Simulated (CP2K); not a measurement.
# One shape, several levels: B2SiH6S (SMILES BBS[SiH3])

Wanted: a comparison of 3 runs (PM3, GFN1-xTB, IPEA1-xTB) of B2SiH6S. 

The calculation is run with CP2K 2026.2.

1 further run of the same task is left out (set aside as unsound or not needed).

## 1. The molecule

The species is B2SiH6S (10 atoms), meant as a singlet with charge 0. As SMILES, `BBS[SiH3]`. The shape is that of a GFN2-xTB optimisation. This is one conformer, not always the lowest.

Bond lengths: B1–B2 1.634 Å, B2–S3 1.785 Å, S3–Si4 2.162 Å, B1–H5 1.173 Å, B1–H6 1.173 Å, B2–H7 1.179 Å, Si4–H8 1.459 Å, Si4–H9 1.454 Å, Si4–H10 1.457 Å. Some angles: B1–B2–S3 122.0°, B2–S3–Si4 105.8°, B1–B2–H7 122.6°, S3–B2–H7 115.4°, B2–B1–H5 122.4°, B2–B1–H6 122.7°, S3–Si4–H8 107.9°, S3–Si4–H9 103.2°, S3–Si4–H10 108.8°, H5–B1–H6 114.8°.

## 2. The energy at PM3 (run 1)

run.inp

```
&GLOBAL
  PROJECT run
  RUN_TYPE ENERGY
  PRINT_LEVEL MEDIUM
&END GLOBAL
&FORCE_EVAL
  METHOD Quickstep
  &DFT
    &QS
      METHOD PM3
      EPS_DEFAULT 1.0E-10
      &SE
        &COULOMB
          CUTOFF [angstrom] 50
          RC_RANGE [angstrom] 0
        &END COULOMB
        &EXCHANGE
          CUTOFF [angstrom] 50
          RC_RANGE [angstrom] 0
        &END EXCHANGE
      &END SE
    &END QS
    &POISSON
      PERIODIC NONE
      POISSON_SOLVER ANALYTIC
    &END POISSON
    # self-consistent field
    &SCF
      SCF_GUESS ATOMIC
      EPS_SCF 1.0E-06
      MAX_SCF 150
      ADDED_MOS 4
      LEVEL_SHIFT 0.3
      &DIAGONALIZATION
        ALGORITHM STANDARD
      &END DIAGONALIZATION
      &MIXING
        METHOD DIRECT_P_MIXING
        ALPHA 0.4
      &END MIXING
    &END SCF
    # extra output
    &PRINT
      &MOMENTS
        PERIODIC F
        REFERENCE COM
        MAX_MOMENT 1
      &END MOMENTS
      &MO ON
        ENERGIES T
        OCCUPATION_NUMBERS T
        NDIGITS 6
        &EACH
          QS_SCF 0
        &END EACH
        ADD_LAST NUMERIC
      &END MO
      &HIRSHFELD OFF
      &END HIRSHFELD
    &END PRINT
  &END DFT
  # atoms, cell and kinds
  &SUBSYS
    # box in angstrom
    &CELL
      ABC 14.7 18 16.3
      PERIODIC NONE
    &END CELL
    &COORD
      UNIT bohr
      B      0.6054683     4.1627454     2.2924457
      B     -0.0706380     1.7167028     0.5331295
      S      1.3061220    -1.3145880     1.0773707
      Si    -0.2994082    -3.7894678    -1.7500943
      H      2.3142342     5.5064919     1.8552575
      H     -0.6149169     4.7486172     4.0482469
      H     -1.4744399     1.8325241    -1.1927006
      H     -2.7266858    -4.6920766    -0.8063461
      H      1.5687183    -5.7924641    -1.9622349
      H     -0.6084351    -2.3784849    -4.0950554
    &END COORD
    &TOPOLOGY
      &CENTER_COORDINATES
      &END CENTER_COORDINATES
    &END TOPOLOGY
  &END SUBSYS
&END FORCE_EVAL
```

On the command line:

```console
OMP_NUM_THREADS=1 cp2k.psmp run.inp > run.out
```

Standard output:

```text
CP2K| version string:                                       CP2K version 2026.2
[...]
 GLOBAL| Method name                                                        CP2K
[...]
 GLOBAL| Run type                                                         ENERGY
[...]
                             - Atoms:                                         10
[...]
                             - Spherical basis functions:                     22
[...]
 Number of electrons:                                                         22
[...]
     1 P_Mix/Diag. 0.40E+00    0.0     0.75040591       -12.8791847612 -1.29E+01
[...]
    28 DIIS/Diag.  0.18E-06    0.0     0.00000070       -17.1314940178 -1.01E-12
  *** SCF run converged in    28 steps ***
  Core-core repulsion energy [eV]:                            946.25814615326692
  Core Hamiltonian energy [eV]:                              -666.36029153534514
  Two-electron integral energy [eV]:                        -1492.13902874357382
  Electronic energy [eV]:                                   -1412.42980590713205
  Total energy [eV]:                                         -466.17165975386507
  Atomic reference energy [eV]:                               466.80631191802200
  Heat of formation [kcal/mol]:                                14.63542774772228
[...]
 SE_DIPOLE| Moment [Debye]          1.15667131      -0.69254414       1.13688350
 SE_DIPOLE| Derivative [a.u.]       0.00000000       0.00000000       0.00000000
 ENERGY| Total FORCE_EVAL ( QS ) energy [hartree]            -17.131494017771018
[...]
```

It took 1.1 s on 1 thread of Intel Xeon 6975P-C (Granite Rapids), shared host; peak memory 0.18 GiB.

## 3. Energy and forces at GFN1-xTB (run 2)

job.inp

```
&GLOBAL
    PROJECT job
    RUN_TYPE ENERGY_FORCE
    PRINT_LEVEL MEDIUM
&END GLOBAL

&FORCE_EVAL
    METHOD QUICKSTEP
    &DFT
        &QS
            METHOD XTB
            EPS_DEFAULT 1.0E-10
            &XTB
                GFN_TYPE 1
                CHECK_ATOMIC_CHARGES F
            &END XTB
        &END QS
        &POISSON
            PERIODIC NONE
            POISSON_SOLVER ANALYTIC
        &END POISSON
        &SCF
            SCF_GUESS ATOMIC
            EPS_SCF 1.0E-06
            MAX_SCF 40
            &OT
                MINIMIZER CG
                PRECONDITIONER FULL_SINGLE_INVERSE
                LINESEARCH GOLD
            &END OT
            &OUTER_SCF
                EPS_SCF 1.0E-06
                MAX_SCF 8
            &END OUTER_SCF
        &END SCF
        &PRINT
            &MOMENTS
                PERIODIC F
                REFERENCE COM
                MAX_MOMENT 1
            &END MOMENTS
            &MO_CUBES
                NLUMO 5
                NHOMO -1
                WRITE_CUBE F
            &END MO_CUBES
            &HIRSHFELD OFF
            &END HIRSHFELD
        &END PRINT
    &END DFT
    &SUBSYS
        &CELL
            ABC 18.7 22 20.3
            PERIODIC NONE
        &END CELL
        &COORD
            B      0.320400     2.202830     1.213110
            B     -0.037380     0.908440     0.282120
            S      0.691170    -0.695650     0.570120
            Si    -0.158440    -2.005300    -0.926110
            H      1.224640     2.913910     0.981760
            H     -0.325400     2.512860     2.142240
            H     -0.780240     0.969730    -0.631150
            H     -1.442900    -2.482940    -0.426700
            H      0.830130    -3.065240    -1.038370
            H     -0.321970    -1.258640    -2.167010
        &END COORD
        &TOPOLOGY
            &CENTER_COORDINATES
            &END CENTER_COORDINATES
        &END TOPOLOGY
    &END SUBSYS
    &PRINT
        &FORCES ON
        &END FORCES
    &END PRINT
&END FORCE_EVAL
```

On the command line:

```console
OMP_NUM_THREADS=1 cp2k.psmp job.inp > job.out
```

Standard output:

```text
CP2K| version string:                                       CP2K version 2026.2
[...]
 GLOBAL| Method name                                                        CP2K
[...]
 GLOBAL| Run type                                                   ENERGY_FORCE
[...]
                             - Atoms:                                         10
[...]
                             - Spherical basis functions:                     38
[...]
 Number of electrons:                                                         22
[...]
     1 OT CG       0.21E+00    0.0     0.04598496       -11.5800661578 -1.16E+01
[...]
    11 OT CG       0.37E+00    0.0     0.00000090       -11.6106144530 -2.15E-10
  *** SCF run converged in    11 steps ***
[...]
 TB_DIPOLE| Moment [Debye]         -0.26986513       0.22271513      -0.24297829
 TB_DIPOLE| Derivative [a.u.]       0.00000000       0.00000000       0.00000000
[...]
 ENERGY| Total FORCE_EVAL ( QS ) energy [hartree]            -11.610614452896407
[...]
```

It took 1.4 s on 1 thread of Intel Xeon 6975P-C (Granite Rapids), shared host; peak memory 0.19 GiB.

## 4. A single-point energy at IPEA1-xTB (run 3)

gas.inp

```
&force_eval
    method QUICKSTEP
    &dft
        charge 0
        multiplicity 1
        &qs
            method XTB
            eps_default 1.0E-10
            &xtb
                gfn_type TBLITE
                &tblite
                    method IPEA1
                &end
                check_atomic_charges F
            &end
        &end
        &poisson
            periodic NONE
            poisson_solver ANALYTIC
        &end
        &scf
            scf_guess ATOMIC
            eps_scf 1.0E-06
            max_scf 150
            added_mos 4
            &diagonalization
                algorithm STANDARD
            &end
            &mixing
                method DIRECT_P_MIXING
                alpha 0.4
            &end
            &smear ON
                method FERMI_DIRAC
                electronic_temperature [K] 300
            &end
        &end
        &print
            &moments
                periodic F
                reference COM
                max_moment 1
            &end
            &mo ON
                energies T
                occupation_numbers T
                ndigits 6
                &each
                    qs_scf 0
                &end
                add_last NUMERIC
            &end
            &hirshfeld OFF
            &end
        &end
    &end
    &subsys
        &cell
            abc [angstrom] 12.7 16 14.3
            periodic NONE
        &end
        &coord
            UNIT bohr
            B      0.6054683     4.1627454     2.2924457
            B     -0.0706380     1.7167028     0.5331295
            S      1.3061220    -1.3145880     1.0773707
            Si    -0.2994082    -3.7894678    -1.7500943
            H      2.3142342     5.5064919     1.8552575
            H     -0.6149169     4.7486172     4.0482469
            H     -1.4744399     1.8325241    -1.1927006
            H     -2.7266858    -4.6920766    -0.8063461
            H      1.5687183    -5.7924641    -1.9622349
            H     -0.6084351    -2.3784849    -4.0950554
        &end
        &topology
            &center_coordinates
            &end
        &end
    &end
&end
&global
    project_name gas
    run_type ENERGY
    print_level MEDIUM
&end
```

On the command line:

```console
OMP_NUM_THREADS=1 cp2k.psmp -i gas.inp -o gas.out
```

Standard output:

```text
CP2K| version string:                                       CP2K version 2026.2
[...]
 GLOBAL| Method name                                                        CP2K
[...]
 GLOBAL| Run type                                                         ENERGY
[...]
                             - Atoms:                                         10
[...]
                             - Spherical basis functions:                     40
[...]
 Number of electrons:                                                         22
[...]
  *** SCF run converged in    12 steps ***
[...]
  Fermi energy:                                                -0.33947342135953
[...]
 TB_DIPOLE| Moment [Debye]         -0.35432109      -1.07889415      -0.82317805
 TB_DIPOLE| Derivative [a.u.]       0.00000000       0.00000000       0.00000000
[...]
 ENERGY| Total FORCE_EVAL ( QS ) energy [hartree]            -12.244227602736730
[...]
```

It took 0.97 s on 1 thread of Intel Xeon 6975P-C (Granite Rapids), shared host; peak memory 0.19 GiB.

## 5. The series

```tsv
run	level	task	iteration cap	energy (Eh)	dipole moment (D)	HOMO energy (eV)	LUMO energy (eV)	wall time
1	PM3	energy	150	-17.131494	1.76	-9.39	-1.36	1.1 s
2	GFN1-xTB	gradient	40	-11.610614	0.43	-11.40	–	1.4 s
3	IPEA1-xTB	energy	150	-12.244228	1.40	-12.50	-8.34	0.97 s
```

## 6. Outcome

```
                                        quantity         value
                             run 3: total energy  -12.24423 Eh
run 3: dipole moment (from atomic charges alone)        1.40 D
                              run 3: HOMO energy     -12.50 eV
                              run 3: LUMO energy      -8.34 eV
                            run 3: HOMO–LUMO gap       4.16 eV
```

**Reading.** The dipole moment (its size) runs from 0.43 D (GFN1-xTB) to 1.76 D (PM3). Some of these are taken from atomic charges alone. Force-field and semi-empirical energies have zeros of their own, so their totals don't compare. All runs together took 3.5 s, the longest 1.4 s.
